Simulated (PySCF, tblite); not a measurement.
# C₆H₁₄OP₂: infrared bands and NMR shifts

Wanted: the infrared bands and NMR shifts of C₆H₁₄OP₂ (`PCCP1CCOCC1`), by calculation.

Programs: tblite 0.8.0 and PySCF 2.14.0, with density-fitted response routines of our own. Each step states its level of theory. These are calculated values for one molecule in the gas phase, unless marked as measured. Atoms count from 0, in the outputs and in this text.

## 1. Starting geometry

23 atoms, charge 0, multiplicity 1; geometry from: GFN2-xTB.

Bonds of the start (Å): P0–C1 1.87, C1–C2 1.52, C2–P3 1.86, P3–C4 1.86, C4–C5 1.53, C5–O6 1.41, O6–C7 1.41, C7–C8 1.53, C8–P3 1.86, P0–H9 1.39, P0–H10 1.39, C1–H11 1.09, C1–H12 1.09, C2–H13 1.09, C2–H14 1.09, C4–H15 1.09, C4–H16 1.09, C5–H17 1.10, C5–H18 1.09, C7–H19 1.10, C7–H20 1.09, C8–H21 1.09, C8–H22 1.09.

## 2. Vibrational analysis with GFN2-xTB

What the job is given:

```
{"job": {"kind": "ir", "xc": "GFN2-xTB", "basis": "xTB"}, "charge": 0, "multiplicity": 1}
P      4.107653    -0.275171     0.013710
C      2.393092    -0.835987    -0.470543
C      1.433523     0.346346    -0.527035
P     -0.280367    -0.198043    -1.018850
C     -0.858733    -0.891162     0.612301
C     -2.386322    -0.832515     0.658170
O     -2.891752     0.479997     0.653126
C     -2.640281     1.168110    -0.547474
C     -1.153536     1.431572    -0.787681
H      4.731141    -1.477582    -0.315940
H      4.419430     0.285798    -1.224719
H      2.424525    -1.349791    -1.434118
H      2.061752    -1.552466     0.286966
H      1.772090     1.064616    -1.280683
H      1.402631     0.859371     0.439486
H     -0.538513    -1.931444     0.702981
H     -0.440931    -0.313543     1.441885
H     -2.801095    -1.396841    -0.193290
H     -2.755325    -1.278042     1.586237
H     -3.055978     0.602826    -1.397732
H     -3.183446     2.112749    -0.456315
H     -1.032174     2.036230    -1.688962
H     -0.732137     1.971958     0.064282
```

**Question.** This job is followed by: GIAO PBE0/pcSseg-1 NMR shielding, non-relativistic, gas phase. Predict these results of the whole session: strongest single infrared mode (GFN2-xTB); zero-point energy (GFN2-xTB); 13C shifts against TMS (PBE0/pcSseg-1, means over atoms taken as alike); 1H shifts against TMS (PBE0/pcSseg-1, means over atoms taken as alike); 31P shifts against H3PO4 (PBE0/pcSseg-1); 17O shifts against H2O (PBE0/pcSseg-1).

**Answer**, as computed:

| quantity | value |
| --- | --- |
| strongest single infrared mode (GFN2-xTB) | 2336 cm⁻¹, 174 km/mol |
| zero-point energy (GFN2-xTB) | 117.5 kcal/mol |
| 13C shifts against TMS (PBE0/pcSseg-1, means over atoms taken as alike) | 70.2, 38.6, 32.1, 14.5 ppm |
| 1H shifts against TMS (PBE0/pcSseg-1, means over atoms taken as alike) | 3.96, 2.83, 1.65, 1.50, 1.43 ppm |
| 31P shifts against H3PO4 (PBE0/pcSseg-1) | -67.0, -175.7 ppm |
| 17O shifts against H2O (PBE0/pcSseg-1) | 52.5 ppm |

What this shows: No mode is imaginary among the 63: a minimum at this level. The strongest single mode, at 2336 cm⁻¹, moves mainly H9 and H10. GFN2-xTB is a fitted tight-binding method: band positions and strengths are rough. Its intensities can rank the bands wrongly. H17, H18, H19, H20 (mean) (hydrogen on an sp3 CH2 bonded to O) lies farthest downfield among hydrogen, at 3.96 ppm; its carbon carries O, hence the downfield position. At PBE0/pcSseg-1: The largest span, 158 ppm, is at P0, where the paramagnetic term is -469 ppm.
